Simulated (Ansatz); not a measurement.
## BFH6Si2, SMILES FB[SiH2][SiH3]: a rigid torsion scan, step by step

With Ansatz 0.2.0 through its Python package.

The cells in order, each with its output:

In [1]:
```python
import ansatz as az
from ase import Atoms
```

In [2]:
```python
atoms = Atoms(["F", "B", "Si", "Si", "H", "H", "H", "H", "H", "H"], positions=[
    (-2.1758, 0.3168, -1.3432),
    (-0.8305, 0.6697, -1.5459),
    (0.3176, 0.8194, -0.025),
    (0.4334, -1.1111, 1.0908),
    (-0.3967, 0.8222, -2.6521),
    (-0.1309, 1.902, 0.8758),
    (1.7402, 1.1321, -0.4618),
    (0.8776, -2.1712, 0.1964),
    (1.2524, -0.9994, 2.3029),
    (-1.0042, -1.4318, 1.565),
])

# relax first, so that the scan starts from a minimum
first = az.Crystal.molecule_from_ase(atoms).calculation()
first = first.basis(gaussian="6-31G*")
first = first.functional("pbe0").relax(force_tolerance=0.02, max_steps=80)
atoms.positions = first.run().report["positions_ang"]
```

In [3]:
```python
start = atoms.get_dihedral(3, 2, 1, 0)
energies = {}
for turn in range(0, 360, 30):
    turned = atoms.copy()
    turned.set_dihedral(3, 2, 1, 0, start + turn, indices=[0, 1, 4])
    base = az.Crystal.molecule_from_ase(turned).calculation().basis(gaussian="6-31G*").functional("pbe0")
    energies[round((start + turn) % 360)] = base.run().report["free_energy_ev"]
floor = min(energies.values())
print("dihedral Si3-Si2-B1-F0 (deg)   E - E(min) (eV)")
for angle, e in sorted(energies.items()):
    print(f"{angle:8d} {(e - floor):14.3f}  " + "#" * int(30 * (e - floor) / max(max(energies.values()) - floor, 1e-9)))
```
```text
dihedral Si3-Si2-B1-F0 (deg)   E - E(min) (eV)
       1          0.029  ###############
      31          0.025  #############
      61          0.011  #####
      91          0.000
     121          0.011  ######
     151          0.040  #####################
     181          0.056  ##############################
     211          0.042  ######################
     241          0.017  ########
     271          0.006  ###
     301          0.014  #######
     331          0.026  #############
```

The scan is rigid and the energies are electronic, in a modest basis. With rigid groups the curve can differ much from the relaxed path, the start wasn't checked as a minimum of this torsion, and equivalent turns needn't return to the same energy. Timing: 93 s on 1 thread of Arm Neoverse V2, on a shared host, peak memory 0.23 GiB.
